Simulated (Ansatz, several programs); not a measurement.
K₃ClS built on the antiperovskite prototype, relaxed with PBE in Ansatz (plane waves, PAW): space group Pm-3m (No. 221), cubic; conventional cell a = 5.970 Å, 42.55 Å³ an atom. Cl is surrounded by 12 K at 4.22 Å; S is surrounded by 6 K at 2.98 Å; K is surrounded by 2 S at 2.98 Å and 4 Cl at 4.22 Å. The cell was then scaled with its shape and fractional coordinates held. Simulation only: spin-unpolarised, and no claim that this is the phase found in nature.

```csv
V (Å³/atom),E (meV/atom)
40.001,7.17
41.278,1.82
42.554,0.00
45.108,4.92
```

**Question.** Pass a cubic E = c₀ + c₁u + c₂u² + c₃u³, with u = V − 42.235 Å³, through these points.

**Answer.** c₀ = 0.15, c₁ = -0.781, c₂ = 0.966, c₃ = -0.0405 (meV and Å³).

**Question.** Where is the minimum, and what bulk modulus follows?

**Answer.** dE/du = 0 at u = +0.415, so V₀ = 42.65 Å³. B = V₀ d²E/dV² = 42.65 × (2c₂ + 6c₃u) = 42.65 × 1.831 = 78 meV/Å³, and 1 meV/Å³ is 0.16022 GPa: 13 GPa. A third-order Birch-Murnaghan fit to all five points gives 42.66 Å³ and 12 GPa.

**Question.** Predict the energy and the pressure at the withheld volume, 43.831 Å³.

**Answer.** With u = +1.596: E ≈ 1.20 meV and P = −dE/dV ≈ -0.32 GPa. The run gives 1.18 meV and, from its stress, -0.32 GPa.
